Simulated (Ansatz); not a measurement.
# ErC3: the cost of one run

Program: Ansatz 0.2.0. Level of theory: DFT PBE, scalar-relativistic, plane waves, PAW; 4f electrons in the core of a trivalent norm-conserving potential, unless a step names another level. These are calculated values, not measurements.

5 further runs of the same task are left out: 1 that didn't finish, 4 set aside as unsound or not needed. Runs told in other sessions of the task aren't counted.

## Step 1: The formula and the candidates

Pauling electronegativities: Er 1.24, C 2.55 (spread 1.31). No set of common oxidation states balances it. Tabulated atomic sizes suggest about 15 Å³/atom. 32 candidates were drawn, by swapping species into database cells of other compounds, at random by space group and Wyckoff sites, or by hand, as the table says:

```tsv
name	made from	space group no.	Wyckoff sites	atoms (primitive cell)	V (Å³/atom)
c01	database cell of Nb3Sn	223	Er 2a; C 6c	8	15.1
c02	random	65	Er 2d; C 2c, 4g	4	16.6
c03	random	221	Er 1b; C 3c	4	18.4
c04	random	12	Er 2c; C 4h, 2b	4	15.6
c05	random	166	Er 3b; C 6c, 3a	4	15.9
c06	random	38	Er 2a; C 2a, 4d	4	18.2
c07	database cell of InBi3	21	Er 2b; C 2d, 4k	4	16.9
c08	random	137	Er 2a; C 4d, 2b	8	16.8
c09	random	123	Er 2g; C 4m, 1d, 1c	8	17.0
c10	database cell of Mg3Hg	194	Er 2c; C 4f, 2b	8	17.5
c11	random	136	Er 2a; C 4f, 2b	8	17.4
c12	database cell of Tb3Y	139	Er 2a; C 4d, 2b	4	19.9
c13	database cell of Fe3Ni	225	Er 4a; C 8c, 4b	4	16.6
c14	random	187	Er 1f; C 1d, 2h	4	15.7
c15	random	229	Er 2a; C 6b	4	17.1
c16	database cell of CdPt3	65	Er 2a; C 2b, 4f	4	14.0
c17	random	2	Er 1a; C 1f, 1h, 1b	4	17.2
c18	random	99	Er 1b, 1a; C 2c, 4f	8	18.6
c19	random	14	Er 2b; C 2c, 4e	8	18.4
c20	database cell of CeCl3	176	Er 2c; C 6h	8	14.1
c21	random	25	Er 1d; C 2e, 1c	4	15.5
c22	random	136	Er 2b; C 4f, 2a	8	18.7
c23	random	12	Er 2d; C 4g, 2a	4	15.5
c24	random	187	Er 1b; C 2g, 1c	4	16.3
c25	random	216	Er 4b, 4c; C 24g	8	17.2
c26	random	119	Er 2a; C 4e, 2d	4	19.3
c27	database cell of ScRh3	221	Er 1a; C 3c	4	15.9
c28	database cell of ReIr3	166	Er 3a; C 6c, 3b	4	15.5
c29	random	63	Er 4b; C 8d, 4c	8	16.9
c30	random	191	Er 1a; C 2c, 1b	4	18.6
c31	database cell of AgTe3	160	Er 3a; C 9b	4	14.4
c32	database cell of LiHg3	194	Er 2c; C 6h	8	14.8
```

## Step 2: Screening run of c16

input.yaml reads:

```yaml
crystal:
  lattice:
    - [2.75541244, -3.75350018, 0.0]
    - [2.75541244, 3.75350018, 0.0]
    - [0.0, 0.0, 2.70668277]
  atoms:
    - { symbol: Er, position: [0.0, 0.0, 0.0] }
    - { symbol: C, position: [0.5, 0.5, 0.0] }
    - { symbol: C, position: [0.0, 0.5, 0.5] }
    - { symbol: C, position: [0.5, 0.0, 0.5] }
basis:
  ecutwfc: 770
kpoints:
  mp_grid: { grid: [5, 5, 7] }
hamiltonian:
  xc: pbe
  pseudopotentials:
    kind: paw
    azcp: { Er: "pseudopotentials/pbe/nc/lanthanide_3plus/Er.nc.azcp" }
scf:
  occupations: { method: gaussian, width: 0.2 }
  lower_state_search: "off"
output:
  forces: true
  stress: true
  eigenvalues: true
relax:
  adjacent_minimum: "off"
  f_tol: 0.08
  max_steps: 16
  cell: { stress_tol: 0.8 }
```

Launch:

```sh
$ ansatz run input.yaml --threads 1 --pin off --max-ram 2816MiB --backend cpu --events-out ev --progress --plain --runs-dir out
```

**Question.** How long does this run take on 1 thread of Intel Xeon 6975P-C (Granite Rapids), shared host, and how much memory does it need?

About 30 s, with a peak of 0.41 GiB.
